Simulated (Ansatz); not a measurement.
# SiH4S4: up Jacob's ladder to CCSD(T)

The task here is to estimate one member of a computed series from the others.

The runs use Ansatz 0.2.0, Gaussian basis; functionals in def2-TZVPP, the program's frozen cores in correlated methods.

The runs, in order: LDA (SPW92), PBE-D4, revPBE-D4, BLYP-D4, r2SCAN-D4, B97M-V, PBE0-D4, B3LYP-D4, r2SCANh-D4, r2SCAN0-D4, HSE06-D4, BHLYP-D4, CAM-B3LYP-D4, LC-ωPBE, ωB97X-V, ωB97M-V, B2PLYP, PBE-QIDH; CCSD(T)/def2-SVP; CCSD(T)/def2-TZVPP; MP2/def2-QZVPP; extrapolation to the limit; RPA on PBE.

## The geometry

The geometry comes from an earlier relaxation with PBE0-D4 in a triple-zeta def2 set; it is a stationary point, not always the lowest conformer.

9 atoms, charge 0, spin multiplicity 1.

Atoms are counted from 1 here; the program's logs count them from 0.

Bond lengths: S1–Si2 2.126 Å, S1–H6 1.346 Å, Si2–S3 2.126 Å, Si2–S4 2.126 Å, Si2–S5 2.126 Å, S3–H7 1.346 Å, S4–H8 1.346 Å, S5–H9 1.346 Å. Angles: Si2–S1–H6 94.0°, S1–Si2–S3 106.5°, S1–Si2–S4 106.5°, S1–Si2–S5 115.6°, S3–Si2–S4 115.6°, S3–Si2–S5 106.5°, S4–Si2–S5 106.5°, Si2–S3–H7 94.0°, Si2–S4–H8 94.0°, Si2–S5–H9 94.0°.

Geometry (Å):

```
S    -0.6758    1.0258   -1.7306
Si    0.0098   -0.0052   -0.0020
S     2.1071    0.3272    0.1078
S    -0.5872   -2.0330   -0.2316
S    -0.8039    0.6584    1.8469
H    -1.9427    0.5900   -1.6039
H     2.3324   -0.0767   -1.1560
H    -0.1265   -2.4040    0.9772
H    -0.2245    1.8710    1.7751
```

Set-up of the first run:

The input, in.yaml:

```yaml
crystal:
  periodic: [false, false, false]
  atoms:
    - {symbol: S, position_ang: [-0.675836, 1.025803, -1.730569]}
    - {symbol: Si, position_ang: [0.009825, -0.005185, -0.002010]}
    - {symbol: S, position_ang: [2.107070, 0.327208, 0.107810]}
    - {symbol: S, position_ang: [-0.587219, -2.032964, -0.231606]}
    - {symbol: S, position_ang: [-0.803903, 0.658441, 1.846894]}
    - {symbol: H, position_ang: [-1.942739, 0.590041, -1.603903]}
    - {symbol: H, position_ang: [2.332426, -0.076659, -1.155955]}
    - {symbol: H, position_ang: [-0.126489, -2.403964, 0.977168]}
    - {symbol: H, position_ang: [-0.224535, 1.870979, 1.775067]}
basis:
  gaussian: {orbitals: def2-TZVPP}
hamiltonian: {xc: lda}
output: {orbitals: {seedname: orbitals}}
```

Steps of the session up to this table: LDA; PBE-D4 (GGA); revPBE-D4 (GGA); BLYP-D4 (GGA); r2SCAN-D4 (meta-GGA); B97M-V (meta-GGA); PBE0-D4 (hybrid); B3LYP-D4 (hybrid); r2SCANh-D4 (hybrid); r2SCAN0-D4 (hybrid); HSE06-D4 (hybrid); BHLYP-D4 (hybrid); CAM-B3LYP-D4 (range-separated); LC-ωPBE-D4 (range-separated; the results give it without D4); ωB97X-V (range-separated); ωB97M-V (range-separated); B2PLYP (double hybrid); PBE-QIDH (double hybrid).

One of the session's tables, all rows but one given; the rest of the session is left out.

It belongs to the step «Orbital energies across the functionals». 

```
  functional  HOMO (eV)  gap (eV)
 LDA (SPW92)      -6.52      4.92
      PBE-D4      -6.39      5.02
   revPBE-D4      -6.34      5.07
     BLYP-D4      -6.21      4.95
   r2SCAN-D4      -6.69      5.59
      B97M-V      -6.76      5.63
     PBE0-D4      -7.61      7.17
    B3LYP-D4      -7.35      6.67
  r2SCANh-D4      -7.13      6.36
  r2SCAN0-D4      -7.80      7.52
    HSE06-D4      -7.21      6.39
    BHLYP-D4      -8.67      9.21
CAM-B3LYP-D4          ?         ?
     LC-ωPBE     -10.33     12.16
     ωB97X-V      -9.96     11.65
     ωB97M-V      -9.76     11.27
```

**Question.** Estimate the row for CAM-B3LYP-D4.

**Answer.** HOMO (eV): -8.91; gap (eV): 9.54. In the column «HOMO (eV)» it lies between ωB97M-V (-9.76) and BHLYP-D4 (-8.67).
